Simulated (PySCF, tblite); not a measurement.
# C₆H₉P: geometry, infrared bands and NMR shifts

Aim: predict the infrared bands and NMR shifts of C₆H₉P (`C#CCP1(=C)CC1`).

Programs: tblite 0.8.0 and PySCF 2.14.0, with density-fitted response routines of our own. Each step states its level of theory. These are calculated values for one molecule in the gas phase, unless marked as measured. Atoms count from 0, in the outputs and in this text.

## (1) The starting structure

16 atoms, charge 0, multiplicity 1; geometry from: force field or distance geometry start.

Bonds of the start (Å): C0–C1 1.21, C1–C2 1.46, C2–P3 1.83, P3–C4 1.77, P3–C5 2.30, C5–C6 1.45, C6–P3 1.72, C0–H7 1.07, C2–H8 1.10, C2–H9 1.09, C4–H10 1.11, C4–H11 1.09, C5–H12 1.09, C5–H13 1.09, C6–H14 1.09, C6–H15 1.09.

## (2) Optimising the geometry with GFN2-xTB

Job settings and geometry (Å):

```
{"job": {"kind": "relax", "xc": "GFN2-xTB", "basis": "xTB"}, "charge": 0, "multiplicity": 1}
C      3.439600     0.178500     0.581100
C      2.271100    -0.141900     0.583200
C      0.871500    -0.550600     0.611100
P     -0.023800     0.070100    -0.861100
C     -0.358700     1.714500    -0.299800
C     -1.997700    -0.579200     0.117000
C     -1.467900    -0.792500    -1.216100
H      4.462500     0.477200     0.579400
H      0.393000    -0.196200     1.530300
H      0.798500    -1.642100     0.611300
H     -1.068000     2.346000    -0.866200
H      0.126200     2.144900     0.581000
H     -2.395900     0.391900     0.403300
H     -1.625100    -1.189800     0.933700
H     -2.083700    -0.377000    -2.020500
H     -1.349300    -1.844900    -1.483800
```

The run is started by

```bash
$ OMP_NUM_THREADS=1 python probes_run.py task.json out
```

The driver reads the jobs from task.json and runs them one after another.

**Question.** This job is followed by: GFN2-xTB harmonic vibrations, gas phase; GIAO PBE0/pcSseg-1 NMR shielding, non-relativistic, gas phase. Predict these results of the whole session: strongest single infrared mode (GFN2-xTB); zero-point energy (GFN2-xTB); 13C shifts against TMS (PBE0/pcSseg-1); 1H shifts against TMS (PBE0/pcSseg-1); 31P shifts against H3PO4 (PBE0/pcSseg-1); surface potential, 1st and 99th percentile.

As calculated:

```
                                 quantity                                                     value
strongest single infrared mode (GFN2-xTB)                                      3127 cm⁻¹, 67 km/mol
             zero-point energy (GFN2-xTB)                                             76.1 kcal/mol
   13C shifts against TMS (PBE0/pcSseg-1)                 178.5, 135.6, 133.8, 86.6, 77.8, 24.4 ppm
    1H shifts against TMS (PBE0/pcSseg-1)  8.19, 8.16, 5.87, 5.79, 5.73, 5.60, 3.07, 2.83, 1.58 ppm
 31P shifts against H3PO4 (PBE0/pcSseg-1)                                                 331.5 ppm
    surface potential, 1st and 99th percentile                                        -0.87 V and 1.22 V
```

What this shows: The optimisation took 93 steps and gained 2.222 eV; among the close pairs (by a distance rule), P3–C6 changed most, from 1.719 to 3.176 Å. The lowest mode is slightly imaginary (3i cm⁻¹), a soft motion within the noise of the Hessian, so the minimum is not strictly shown. The strongest single mode, at 3127 cm⁻¹, is spread over several atoms, H12, H14, H15, H13 among them. GFN2-xTB is a fitted tight-binding method: band positions and strengths are rough. Its intensities can rank the bands wrongly. The structure rearranged or came apart on optimisation; the results belong to the end geometry, not to the formula as drawn. Shifts at one fixed geometry are not the observed spectrum, which averages over the motion. At PBE0/pcSseg-1: The widest tensor belongs to P3: span 872 ppm, with a paramagnetic part of -982 ppm. By nearest atom (PBE0/pcSseg-1), the HOMO sits on P3 28 %; C0, C4 about 18 % each and the LUMO on P3 42 %; C4 26 %.
